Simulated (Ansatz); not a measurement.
What does this script print? It uses Ansatz 0.2.0, Python API.

`gage3_restart.py`:
```python
"""A run of GaGe3 that can be started again."""

import ansatz as az


def main() -> None:
    lattice = az.Lattice.of(
        (4.278466, 0.0, 0.0),
        (0.0, 4.278466, 0.0),
        (0.0, 0.0, 4.278466),
    )
    sites = [
        ("Ga", (0.0, 0.0, 0.0)),
        ("Ge", (0.0, 0.5, 0.5)),
        ("Ge", (0.5, 0.0, 0.5)),
        ("Ge", (0.5, 0.5, 0.0)),
    ]
    system = az.Crystal(lattice=lattice)
    for symbol, position in sites:
        system = system.atom(symbol, position)

    base = (
        system.calculation()
        .functional("PBE")
        .basis(470)  # a bare number is in eV
        .kpoints(spacing=0.26)  # sampling of the Brillouin zone
        .occupations(az.OccupationsMethod.FERMI_DIRAC, width=0.05)
        .forces()
        .checkpoint(write="state")
    )
    with az.exiting_at_sigterm():
        out = base.run(resume=True)
    print("returned:", type(out).__name__)
    print(f"F = {out.report['free_energy_ev']:.5f} eV, {out.report['n_iterations']} iterations")


if __name__ == "__main__":
    main()
```

`python gage3_restart.py` gives:
```text
returned: RunOutcome
F = -16666.92703 eV, 7 iterations
```

Running `python gage3_restart.py` prints:
```text
returned: CompletedStep
F = -16666.92703 eV, 7 iterations
```

Notes:
- Absolute energies stand on the zero of these potentials, so only differences at equal settings mean something. A total without «per atom» is that of the cell as typed.
- For a metal this k-point mesh is coarse: on a finer one energies can move by several to tens of meV an atom and pressures by half a GPa or more, differences at one mesh by less.
- This cell is a computed structure, which may not be the phase found in nature.
- Finished in 3.7 s on 1 thread of Arm Neoverse V1, with other jobs on the host, peak memory 0.42 GiB.

(Lines on the test bed's own set-up are left out of the output.)
